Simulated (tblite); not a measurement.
# C4H8Ge2OS: the cost of one run

Programs: tblite 0.8.0 and PySCF 2.14.0, with density-fitted response routines of our own. Each step states its level of theory. These are calculated values for one molecule in the gas phase, unless marked as measured. Atoms are numbered from 0 throughout.

## (1) The starting structure

16 atoms, charge 0, multiplicity 1; geometry from: force field or distance geometry start.

Bonds of the start (Å): C0–C1 1.32, C1–Ge2 1.95, C1–Ge3 1.90, Ge3–O4 1.82, O4–C5 1.35, C5–C6 1.28, C6–S7 1.77, S7–Ge3 2.27, C0–H8 1.08, C0–H9 1.09, Ge2–H10 1.53, Ge2–H11 1.56, Ge2–H12 1.56, Ge3–H13 1.51, C5–H14 1.14, C6–H15 1.13.

## (2) Optimising the geometry with GFN2-xTB

The job: settings as JSON, then the geometry in Å.

```
{"job": {"kind": "relax", "xc": "GFN2-xTB", "basis": "xTB"}, "charge": 0, "multiplicity": 1}
C     -2.084100     1.477300    -0.360100
C     -1.162000     0.537700    -0.354900
Ge    -1.496300    -1.089000     0.671700
Ge     0.507700     0.651600    -1.257200
O      1.843900     1.212000    -0.150000
C      2.368500     0.209600     0.593100
C      2.324000    -1.007200     0.214400
S      1.541200    -1.369400    -1.331700
H     -1.982600     2.413900    -0.895700
H     -3.013100     1.320400     0.192700
H     -0.638700    -2.258400     0.192200
H     -3.026900    -1.341200     0.505700
H     -1.295000    -0.702200     2.169100
H      0.492100     1.307600    -2.619000
H      2.863800     0.490200     1.581900
H      2.749800    -1.843900     0.836200
```

On the command line:

```sh
$ OMP_NUM_THREADS=1 python probes_run.py task.json out
```

One launch serves the whole session: the jobs run in the order shown.

**Question.** How long does this first job take on 1 thread of Arm Neoverse N1, shared host, and how much memory does it need?

About 1.9 s, with a peak of 0.18 GiB.
